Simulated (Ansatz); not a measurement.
# H9NSi3: the cost of one run

The runs use Ansatz 0.2.0, Gaussian basis; the settings change from run to run.

## 1. The geometry

The geometry comes from an earlier relaxation with PBE0-D4 in a triple-zeta def2 set; it is a stationary point, not always the lowest conformer.

13 atoms, charge 0, spin multiplicity 1.

Atoms are counted from 1 here; the program's logs count them from 0.

Bond lengths: Si1–N2 1.740 Å, Si1–H5 1.485 Å, Si1–H6 1.485 Å, Si1–H7 1.489 Å, N2–Si3 1.740 Å, N2–Si4 1.740 Å, Si3–H8 1.485 Å, Si3–H9 1.489 Å, Si3–H10 1.485 Å, Si4–H11 1.485 Å, Si4–H12 1.485 Å, Si4–H13 1.489 Å. Angles: N2–Si1–H5 108.9°, N2–Si1–H6 108.9°, N2–Si1–H7 112.2°, H5–Si1–H6 110.4°, H5–Si1–H7 108.2°, H6–Si1–H7 108.2°, Si1–N2–Si3 119.8°, Si1–N2–Si4 119.8°, Si3–N2–Si4 119.9°, N2–Si3–H8 108.9°, N2–Si3–H9 112.2°, N2–Si3–H10 108.9°, H8–Si3–H9 108.2°, H8–Si3–H10 110.4°, H9–Si3–H10 108.2°, N2–Si4–H11 108.9°, N2–Si4–H12 108.9°, N2–Si4–H13 112.2° and more.

Coordinates:

```
Si   -0.5297    1.4259   -0.8326
N    -0.0739   -0.0084    0.0402
Si    0.7792    0.1340    1.5498
Si   -0.2610   -1.5692   -0.7053
H    -1.7007    1.1142   -1.6911
H    -0.8707    2.4942    0.1409
H     0.5677    1.9256   -1.7061
H     0.5273   -1.0834    2.3618
H     2.2493    0.2679    1.3550
H     0.2944    1.3424    2.2640
H    -1.4776   -1.5541   -1.5567
H    -0.3861   -2.5978    0.3584
H     0.9023   -1.9261   -1.5636
```

## 2. r2SCANh/def2-SVPD

Options: D3(BJ) dispersion.

in.yaml reads:

```yaml
crystal:
  periodic: [false, false, false]
  atoms:
    - {symbol: Si, position_ang: [-0.529725, 1.425902, -0.832638]}
    - {symbol: N, position_ang: [-0.073912, -0.008430, 0.040225]}
    - {symbol: Si, position_ang: [0.779181, 0.134044, 1.549754]}
    - {symbol: Si, position_ang: [-0.260969, -1.569179, -0.705281]}
    - {symbol: H, position_ang: [-1.700745, 1.114165, -1.691059]}
    - {symbol: H, position_ang: [-0.870707, 2.494189, 0.140910]}
    - {symbol: H, position_ang: [0.567731, 1.925588, -1.706113]}
    - {symbol: H, position_ang: [0.527321, -1.083388, 2.361840]}
    - {symbol: H, position_ang: [2.249323, 0.267860, 1.354989]}
    - {symbol: H, position_ang: [0.294381, 1.342423, 2.264039]}
    - {symbol: H, position_ang: [-1.477626, -1.554057, -1.556650]}
    - {symbol: H, position_ang: [-0.386140, -2.597758, 0.358438]}
    - {symbol: H, position_ang: [0.902292, -1.926058, -1.563553]}
basis:
  gaussian: {orbitals: def2-SVPD}
hamiltonian: {xc: {name: r2SCANh}, dispersion: d3bj}
```

Run with:

```sh
$ ansatz run in.yaml --threads 4 --pin off --events-out ev --progress --plain --max-ram 10444MiB
```

Q: Estimate wall time and peak memory on 4 threads of Arm Neoverse V1, shared host.

About 3.7 s, with a peak of 0.37 GiB.
